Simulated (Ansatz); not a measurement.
# Si(CCH)2Me2 (C₆H₈Si): geometry, orbitals and charge

Aim: characterise Si(CCH)2Me2 (C₆H₈Si) as a singlet: its structure, frontier levels and distribution of charge.

The runs use Ansatz 0.2.0, Gaussian basis; RKS PBE0-D4/def2-TZVP.

Levels to be run: relaxation at PBE0-D4/def2-SVP; a single point at PBE0-D4/def2-TZVP.

2 further runs of the same task are left out: 2 set aside as unsound or not needed.

## 1. Starting geometry

15 atoms, charge 0, spin multiplicity 1.

Atoms are counted from 1 here; the program's logs count them from 0.

Bond lengths: Si1–C2 1.859 Å, Si1–C5 1.859 Å, Si1–C8 1.904 Å, Si1–C12 1.904 Å, C2–C3 1.202 Å, C3–H4 1.053 Å, C5–C6 1.202 Å, C6–H7 1.052 Å, C8–H9 1.087 Å, C8–H10 1.086 Å, C8–H11 1.086 Å, C12–H13 1.087 Å, C12–H14 1.086 Å, C12–H15 1.087 Å. Angles: C2–Si1–C5 107.4°, C2–Si1–C8 109.2°, C2–Si1–C12 109.6°, C5–Si1–C8 109.4°, C5–Si1–C12 109.4°, C8–Si1–C12 111.7°, Si1–C2–C3 179.7°, C2–C3–H4 180.0°, Si1–C5–C6 179.1°, C5–C6–H7 179.3°, Si1–C8–H9 111.3°, Si1–C8–H10 111.0°, Si1–C8–H11 111.3°, H9–C8–H10 107.6°, H9–C8–H11 107.8°, H10–C8–H11 107.7°, Si1–C12–H13 111.3°, Si1–C12–H14 111.1° and more.

Coordinates:

```
Si   -0.04243   -0.00141   -0.02920
C    -0.01650   -0.00324    1.82945
C    -0.00669   -0.00217    3.03134
H     0.00141   -0.00108    4.08394
C     1.72311    0.00135   -0.61072
C     2.85871    0.00187   -1.00456
H     3.85695   -0.00012   -1.33790
C    -0.91460    1.57599   -0.64324
H    -0.87168    1.65427   -1.72620
H    -0.44798    2.46540   -0.23027
H    -1.96103    1.58703   -0.35111
C    -0.91109   -1.57549   -0.65613
H    -1.92441   -1.64682   -0.27038
H    -0.37601   -2.46748   -0.34372
H    -0.96776   -1.58810   -1.74130
```

The start is a GFN2-xTB geometry.

## 2. Optimising with PBE0-D4/def2-SVP

in.yaml

```yaml
crystal:
  periodic: [false, false, false]
  atoms:
    - {symbol: Si, position_ang: [-0.042430, -0.001410, -0.029200]}
    - {symbol: C, position_ang: [-0.016500, -0.003240, 1.829450]}
    - {symbol: C, position_ang: [-0.006690, -0.002170, 3.031340]}
    - {symbol: H, position_ang: [0.001410, -0.001080, 4.083940]}
    - {symbol: C, position_ang: [1.723110, 0.001350, -0.610720]}
    - {symbol: C, position_ang: [2.858710, 0.001870, -1.004560]}
    - {symbol: H, position_ang: [3.856950, -0.000120, -1.337900]}
    - {symbol: C, position_ang: [-0.914600, 1.575990, -0.643240]}
    - {symbol: H, position_ang: [-0.871680, 1.654270, -1.726200]}
    - {symbol: H, position_ang: [-0.447980, 2.465400, -0.230270]}
    - {symbol: H, position_ang: [-1.961030, 1.587030, -0.351110]}
    - {symbol: C, position_ang: [-0.911090, -1.575490, -0.656130]}
    - {symbol: H, position_ang: [-1.924410, -1.646820, -0.270380]}
    - {symbol: H, position_ang: [-0.376010, -2.467480, -0.343720]}
    - {symbol: H, position_ang: [-0.967760, -1.588100, -1.741300]}
basis:
  gaussian: {orbitals: def2-SVP}
hamiltonian: {xc: pbe0, dispersion: d4}
scf: {lower_state_search: "off"}
output: {orbitals: {seedname: orbitals}}
relax: {f_tol: 0.02, max_steps: 100}
```

The run is started by

```console
> ansatz run in.yaml --threads 4 --pin off --events-out ev --progress --plain --max-ram 4787MiB
```

The runs that follow: Single point, PBE0-D4/def2-TZVP.

**Question.** What will the summary of the whole plan be? Wanted: point group; commonest bond, hydrogen aside; HOMO, LUMO at PBE0-D4/def2-TZVP; dipole at PBE0-D4/def2-SVP.

**Answer**, as computed:

```
                       quantity                           value
                    point group                             C2v
 commonest bond, hydrogen aside  C–Si, 4 of mean length 1.857 Å
HOMO, LUMO at PBE0-D4/def2-TZVP                 -7.90, -0.25 eV
     dipole at PBE0-D4/def2-SVP                          0.43 D
```

In words: The molecule keeps its bonding pattern by the stored test; the atoms moved 0.04 Å (rms). No usable vibrations, so a minimum isn't proven. The HOMO lies nearest to 4 C atoms about 17 % each; C8, C12 about 8 % each and the LUMO to 4 C atoms about 17 % each; Si1 10 %.
